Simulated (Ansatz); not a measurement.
# AgIO3: the cost of one run

Computed with Ansatz 0.2.0 (DFT, PBE, plane-wave PAW, default files, scalar-relativistic, as far as a step names no other, unless a step's input says otherwise).

### 1 The starting structure

It takes space group Pnma (No. 62, orthorhombic). Conventional cell: a = 6.646 Å, b = 8.445 Å, c = 5.915 Å, α = 90.00°, β = 90.00°, γ = 90.00°. Ag (site symmetry -1) has 6 O at 2.46 to 2.56 Å as nearest neighbours. I (site symmetry m) is surrounded by 3 O at 1.84 to 1.85 Å. O (site symmetry 1) is surrounded by 1 I at 1.85 Å and 2 Ag at 2.46 to 2.54 Å. O (site symmetry m) is surrounded by 1 I at 1.84 Å and 2 Ag at 2.56 Å.

Structure file:

```
Ag I O
1.0
     6.64582    0.00000    0.00000
     0.00000    8.44508    0.00000
     0.00000    0.00000    5.91506
Ag I O
4 4 12
Direct
  0.50000 0.00000 0.00000
  0.50000 0.50000 0.00000
  0.00000 0.00000 0.50000
  0.00000 0.50000 0.50000
  0.01820 0.25000 0.01214
  0.51820 0.25000 0.48786
  0.48180 0.75000 0.51214
  0.98180 0.75000 0.98786
  0.16672 0.08551 0.13292
  0.16672 0.41449 0.13292
  0.39827 0.75000 0.21500
  0.89827 0.75000 0.28500
  0.66672 0.08551 0.36708
  0.66672 0.41449 0.36708
  0.33328 0.91449 0.63292
  0.33328 0.58551 0.63292
  0.10173 0.25000 0.71500
  0.60173 0.25000 0.78500
  0.83328 0.58551 0.86708
  0.83328 0.91449 0.86708
```

### 2 Single point at the given positions

Input file input.yaml:

```yaml
crystal:
  lattice:
    - [6.645817, 0.0, 0.0]
    - [0.0, 8.445084, 0.0]
    - [0.0, 0.0, 5.915064]
  atoms:
    - { symbol: Ag, position: [0.5, 0.0, 0.0] }
    - { symbol: Ag, position: [0.5, 0.5, 0.0] }
    - { symbol: Ag, position: [0.0, 0.0, 0.5] }
    - { symbol: Ag, position: [0.0, 0.5, 0.5] }
    - { symbol: I, position: [0.018199, 0.25, 0.012139] }
    - { symbol: I, position: [0.518199, 0.25, 0.487861] }
    - { symbol: I, position: [0.481801, 0.75, 0.512139] }
    - { symbol: I, position: [0.981801, 0.75, 0.987861] }
    - { symbol: O, position: [0.166719, 0.085514, 0.132917] }
    - { symbol: O, position: [0.166719, 0.414486, 0.132917] }
    - { symbol: O, position: [0.398273, 0.75, 0.215003] }
    - { symbol: O, position: [0.898273, 0.75, 0.284997] }
    - { symbol: O, position: [0.666719, 0.085514, 0.367083] }
    - { symbol: O, position: [0.666719, 0.414486, 0.367083] }
    - { symbol: O, position: [0.333281, 0.914486, 0.632917] }
    - { symbol: O, position: [0.333281, 0.585514, 0.632917] }
    - { symbol: O, position: [0.101727, 0.25, 0.715003] }
    - { symbol: O, position: [0.601727, 0.25, 0.784997] }
    - { symbol: O, position: [0.833281, 0.585514, 0.867083] }
    - { symbol: O, position: [0.833281, 0.914486, 0.867083] }
kpoints:
  mp_grid: { grid: [3, 3, 4] }
scf:
  occupations: { method: fermi_dirac, width: 0.02 }
hamiltonian:
  xc: pbe
  pseudopotentials: { kind: paw }
output:
  forces: true
  stress: true
  populations: true
  efg:
    quadrupole_moments_barn: { I: -0.68822, O: -0.02558 }
    contact_densities: true
```

Run with:

```bash
$ ansatz run input.yaml --threads 1 --pin off --max-ram 2560MiB --backend cpu --events-out ev --progress --plain --runs-dir out
```

**Question.** How long does this run take on 1 thread of Arm Neoverse V2, shared host, and how much memory does it need?

About 50 s, with a peak of 0.85 GiB.
